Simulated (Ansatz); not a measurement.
MnS, space group R-3m: an equation of state with a fit, run with the Python package of Ansatz (0.2.0).

`eos_mns.py`:
```python
"""Bulk modulus of MnS from an E(V) curve."""

import ansatz as az
from ase.eos import EquationOfState
from ase.units import GPa
import numpy as np

vectors0 = np.array([
    [1.829996, 1.056549, 5.941841],
    [-1.829996, 1.056549, 5.941841],
    [0.0, -2.113097, 5.941841],
])
sites = [
    ("Mn", (0.0, 0.0, 0.0), 2.8),
    ("Mn", (0.5, 0.5, 0.5), 2.8),
    ("S", (0.75, 0.75, 0.75), 0.0),
    ("S", (0.25, 0.25, 0.25), 0.0),
]


def build(cell):
    crystal = az.Crystal(lattice=az.Lattice.of(cell))
    for symbol, position, moment in sites:
        crystal = crystal.atom(symbol, position, moment=moment or None)
    return crystal


def main() -> None:
    # scale the volume, keep shape and fractions
    volumes, energies = [], []
    for scale in np.linspace(0.88, 1.12, 7):
        cell = vectors0 * scale ** (1 / 3)
        base = build(cell).calculation()
        base = base.basis(550)
        base = base.occupations("fermi_dirac", width=0.1)
        base = base.spin(az.SpinTreatment.COLLINEAR)
        base = base.hubbard("Mn", "d", u=4.4, j=0.9)
        base = base.scf(tolerance=1e-08).kpoints(7, 7, 7)
        report = base.run(threads=1, backend="cpu").report
        volumes.append(abs(np.linalg.det(cell)) / len(sites))
        energies.append(report["free_energy_ev"] / len(sites))
        print(f"V = {volumes[-1]:8.4f} A^3/atom  F = {energies[-1]:.5f} eV/atom")

    eos = EquationOfState(volumes, energies, eos="sj")
    v0, e0, bulk = eos.fit()
    print(f"V0 = {v0:.4f} A^3/atom, E0 = {e0:.5f} eV/atom, B = {bulk / GPa:.1f} GPa")


if __name__ == "__main__":
    main()
```

From its runs, with one value withheld:

| V (Å³/atom) | F less the lowest row shown (meV/atom) |
| --- | --- |
| 15.165 | 214.96 |
| 15.854 | 129.01 |
| 16.543 | 67.82 |
| 17.233 | 28.08 |
| 17.922 | 6.51 |
| 18.611 | 0.00 |
| 19.301 | ? |

What is the missing energy at 19.301 Å³ an atom?

A third-order Birch-Murnaghan fit, E = E0 + (9 V0 B0 / 16) [(t - 1)³ B' + (t - 1)² (6 - 4t)] with t = (V0/V)^(2/3), through the 6 rows shown gives V0 = 18.584 Å³, B0 = 82.4 GPa, B' = 3.30 and E0 = 0.03 meV. At V = 19.301 Å³, t = 0.97508, and the fit extrapolates to 6.76 meV. The run gave 5.92 meV, a miss of 0.85 meV.

Notes:
- The magnetic order follows from the starting moments and needn't be the lowest.
- Shape and fractional positions are held along the curve, so the bulk modulus is an upper value where they are free to relax.
- Within a few hundredths of an angstrom the cell has the higher group Fm-3m; the lower one is a small distortion.
- No functional is typed, so the default, PBE, holds.
- The structure comes from a database of computed cells and needn't be a stable or known phase.
- The whole script took 4.7 min on 1 thread of Arm Neoverse V2 (shared host), peak memory 1 GiB.
